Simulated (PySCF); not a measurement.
# Si2H2OF2 (SMILES F[Si]1(F)O[SiH2]1): PBE/6-31G(d) (spherical functions)

Aim: the vertical ionisation energy of Si2H2OF2 at PBE/6-31G* (spherical functions), from 2 runs. The job is set up through a Python script.

The calculation is run with PySCF 2.14.0.

## (1) The molecule

Si2H2OF2 has 7 atoms, charge 0, and is taken as a singlet. SMILES: `F[Si]1(F)O[SiH2]1`. The shape is that of a PBE0-D4/def2-TZVP optimisation.

Bond lengths: F1–Si2 1.578 Å, Si2–F3 1.578 Å, Si2–O4 1.648 Å, Si2–Si5 2.174 Å, O4–Si5 1.718 Å, Si5–H6 1.482 Å, Si5–H7 1.482 Å. Some angles: F1–Si2–F3 105.1°, F1–Si2–O4 114.7°, F1–Si2–Si5 127.3°, F3–Si2–O4 114.7°, F3–Si2–Si5 127.3°, O4–Si2–Si5 51.2°, Si2–O4–Si5 80.4°, Si2–Si5–O4 48.4°, Si2–Si5–H6 124.7°, Si2–Si5–H7 124.7°.

## (2) The energy at PBE/6-31G(d) (spherical functions)

Contents of input.py:

```python
# F[Si]1(F)O[SiH2]1
from pyscf import gto, dft

molecule = gto.Mole()
molecule.atom = '''
F        0.424200      -1.612100       1.693800
Si       0.037900      -1.026000       0.280100
F       -0.194200      -2.288000      -0.639100
O        1.103500       0.077900      -0.322100
Si      -0.304800       1.058600      -0.232800
H       -0.202300       2.188800       0.720000
H       -0.802800       1.532800      -1.545500
'''
molecule.basis = '6-31g*'
molecule.max_memory = 1860
molecule.verbose = 4
molecule.build()

calc0 = dft.RKS(molecule, xc='pbe')
calc0.conv_tol = 1e-10
calc0.grids.level = 4
calc0.kernel()
if not calc0.converged:
    calc0 = calc0.newton().run(calc0.mo_coeff, calc0.mo_occ)

etot = calc0.e_tot
print(f'total energy: {etot:.8f} hartree')
```

Command:

```
$ OMP_NUM_THREADS=1 python input.py
```

What it wrote:

```text
PySCF version 2.14.0

[INPUT] num. atoms = 7
[INPUT] num. electrons = 56
[INPUT] charge = 0
[INPUT] spin (= nelec alpha-beta = 2S) = 0
[INPUT] symmetry False subgroup None
[INPUT] Mole.unit = angstrom
[INPUT] Symbol           X                Y                Z      unit          X                Y                Z       unit  Magmom
[INPUT]  1 F      0.424200000000  -1.612100000000   1.693800000000 AA    0.801621822040  -3.046427485411   3.200818109788 Bohr   0.0
[INPUT]  2 Si     0.037900000000  -1.026000000000   0.280100000000 AA    0.071620620121  -1.938859003804   0.529312287491 Bohr   0.0
[INPUT]  3 F     -0.194200000000  -2.288000000000  -0.639100000000 AA   -0.366984813391  -4.323693373005  -1.207723966210 Bohr   0.0
[INPUT]  4 O      1.103500000000   0.077900000000  -0.322100000000 AA    2.085312778458   0.147209665104  -0.608680784722 Bohr   0.0
[INPUT]  5 Si    -0.304800000000   1.058600000000  -0.232800000000 AA   -0.575988522767   2.000464075465  -0.439928241799 Bohr   0.0
[INPUT]  6 H     -0.202300000000   2.188800000000   0.720000000000 AA   -0.382291595000   4.136232541448   1.360602809687 Bohr   0.0
[INPUT]  7 H     -0.802800000000   1.532800000000  -1.545500000000 AA   -1.517072132801   2.896572203733  -2.920571725515 Bohr   0.0

nuclear repulsion = 309.676526587267
number of shells = 38
number of NR pGTOs = 191
number of NR cGTOs = 82
basis = 6-31g*
ecp = {}

******** <class 'pyscf.dft.rks.RKS'> ********
method = RKS
initial guess = minao
damping factor = 0
level_shift factor = 0
DIIS = <class 'pyscf.scf.diis.CDIIS'>
diis_start_cycle = 1
diis_space = 8
diis_damp = 0
SCF conv_tol = 1e-10
SCF conv_tol_grad = None
SCF max_cycles = 50
direct_scf = True
direct_scf_tol = 1e-13
XC library pyscf.dft.libxc version 7.0.0
    S. Lehtola, C. Steigemann, M. J.T. Oliveira, and M. A.L. Marques.,  SoftwareX 7, 1–5 (2018)
XC functionals = pbe
    J. P. Perdew, K. Burke, and M. Ernzerhof.,  Phys. Rev. Lett. 77, 3865 (1996)
    J. P. Perdew, K. Burke, and M. Ernzerhof.,  Phys. Rev. Lett. 78, 1396 (1997)
    J. P. Perdew, K. Burke, and M. Ernzerhof.,  Phys. Rev. Lett. 77, 3865 (1996)
    J. P. Perdew, K. Burke, and M. Ernzerhof.,  Phys. Rev. Lett. 78, 1396 (1997)
radial grids:
    Treutler-Ahlrichs [JCP 102, 346 (1995); DOI:10.1063/1.469408] (M4) radial grids

becke partition: Becke, JCP 88, 2547 (1988); DOI:10.1063/1.454033
pruning grids: <function nwchem_prune>
grids dens level: 4
symmetrized grids: False
atomic radii adjust function: <function treutler_atomic_radii_adjust>
small_rho_cutoff = 0
Set gradient conv threshold to 1e-05
Initial guess from minao.
tot grids = 175184
init E= -855.198947479744
  HOMO = -0.28416606921726  LUMO = -0.0959600750267433  gap/eV = 5.12135
cycle= 1 E= -854.387438471449  delta_E= 0.812  |g|= 1.13  |ddm|= 2.76
  HOMO = -0.119883875077124  LUMO = -0.0734319947700302  gap/eV = 1.26402
cycle= 2 E= -852.606163948047  delta_E= 1.78  |g|= 2.99  |ddm|= 4.48
  HOMO = -0.233268531083497  LUMO = -0.0641923796569333  gap/eV = 4.60080
cycle= 3 E= -854.574916705639  delta_E= -1.97  |g|= 0.464  |ddm|= 4.02
  HOMO = -0.220566905148939  LUMO = -0.0742874903314519  gap/eV = 3.98047
cycle= 4 E= -854.610355981178  delta_E= -0.0354  |g|= 0.262  |ddm|= 0.643
  HOMO = -0.233867030318399  LUMO = -0.0815367768434281  gap/eV = 4.14512
cycle= 5 E= -854.6212590995  delta_E= -0.0109  |g|= 0.0569  |ddm|= 0.233
  HOMO = -0.231425682296958  LUMO = -0.0779362529348577  gap/eV = 4.17666
cycle= 6 E= -854.622434595989  delta_E= -0.00118  |g|= 0.0211  |ddm|= 0.147
  HOMO = -0.230957994422898  LUMO = -0.0774631351624482  gap/eV = 4.17681
cycle= 7 E= -854.622567831738  delta_E= -0.000133  |g|= 0.00454  |ddm|= 0.032
  HOMO = -0.231326870850401  LUMO = -0.0775757686585972  gap/eV = 4.18378
cycle= 8 E= -854.622572540005  delta_E= -4.71e-06  |g|= 0.000789  |ddm|= 0.00575
  HOMO = -0.231270973242317  LUMO = -0.0775288199308748  gap/eV = 4.18354
cycle= 9 E= -854.62257269107  delta_E= -1.51e-07  |g|= 0.000157  |ddm|= 0.000927
  HOMO = -0.231288527069316  LUMO = -0.0775352257663844  gap/eV = 4.18384
cycle= 10 E= -854.622572697536  delta_E= -6.47e-09  |g|= 2.95e-05  |ddm|= 0.000285
  HOMO = -0.23128597331604  LUMO = -0.0775338287678746  gap/eV = 4.18381
cycle= 11 E= -854.62257269776  delta_E= -2.23e-10  |g|= 7.71e-06  |ddm|= 4.65e-05
  HOMO = -0.231285840509749  LUMO = -0.0775337653936465  gap/eV = 4.18381
cycle= 12 E= -854.622572697766  delta_E= -6.37e-12  |g|= 4.21e-06  |ddm|= 8.44e-06
  HOMO = -0.23128603471979  LUMO = -0.077533788603223  gap/eV = 4.18381
Extra cycle  E= -854.622572697757  delta_E= 8.87e-12  |g|= 8.99e-06  |ddm|= 1.02e-05
converged SCF energy = -854.622572697757
total energy: -854.62257270 hartree
```

It took 15 s on 1 thread of Arm Neoverse V1, shared host; peak memory 0.41 GiB.

## (3) The doublet cation, same level

Contents of run.py:

```python
from pyscf import gto, dft

mol = gto.Mole()
mol.atom = '''
F    0.424200  -1.612100   1.693800
Si   0.037900  -1.026000   0.280100
F   -0.194200  -2.288000  -0.639100
O    1.103500   0.077900  -0.322100
Si  -0.304800   1.058600  -0.232800
H   -0.202300   2.188800   0.720000
H   -0.802800   1.532800  -1.545500
'''
mol.charge = 1
mol.spin = 1
mol.max_memory = 1860
mol.verbose = 3
mol.basis = '6-31g*'
mol.build()

mf = dft.UKS(mol)
mf.xc = 'pbe'
mf.conv_tol = 1e-10
mf.grids.level = 4
mf.kernel()
if not mf.converged:
    mf = mf.newton().run(mf.mo_coeff, mf.mo_occ)

e_tot = mf.e_tot
print('Final energy', e_tot)
```

Command:

```
$ OMP_NUM_THREADS=1 python run.py
```

What it wrote:

```text
converged SCF energy = -854.269089661159  <S^2> = 0.75149196  2S+1 = 2.0014914
Final energy -854.2690896611591
```

It took 26 s on 1 thread of Arm Neoverse V1, shared host; peak memory 0.42 GiB.

## (4) Results

At PBE/6-31G* (spherical functions):

```
                                          quantity          value
                    singlet Si2H2OF2: total energy  -854.62257 Eh
                   singlet Si2H2OF2: dipole moment         2.03 D
                     singlet Si2H2OF2: HOMO energy       -6.29 eV
                     singlet Si2H2OF2: LUMO energy       -2.11 eV
                   singlet Si2H2OF2: HOMO–LUMO gap        4.18 eV
                      doublet cation: total energy  -854.26909 Eh
doublet cation: HOMO energy (highest over α and β)      -14.07 eV
 doublet cation: LUMO energy (lowest over α and β)      -12.89 eV
                              doublet cation: ⟨S²⟩          0.751
vertical ionisation energy (to the doublet cation)       9.619 eV
```

What this shows: Removing an electron at fixed nuclei costs 9.62 eV (928 kJ/mol). The negative HOMO energy of the first species, 6.29 eV, lies 3.33 eV below that difference. Mulliken charges (doublet cation) run from -0.35 on O4 to +1.09 on Si2.
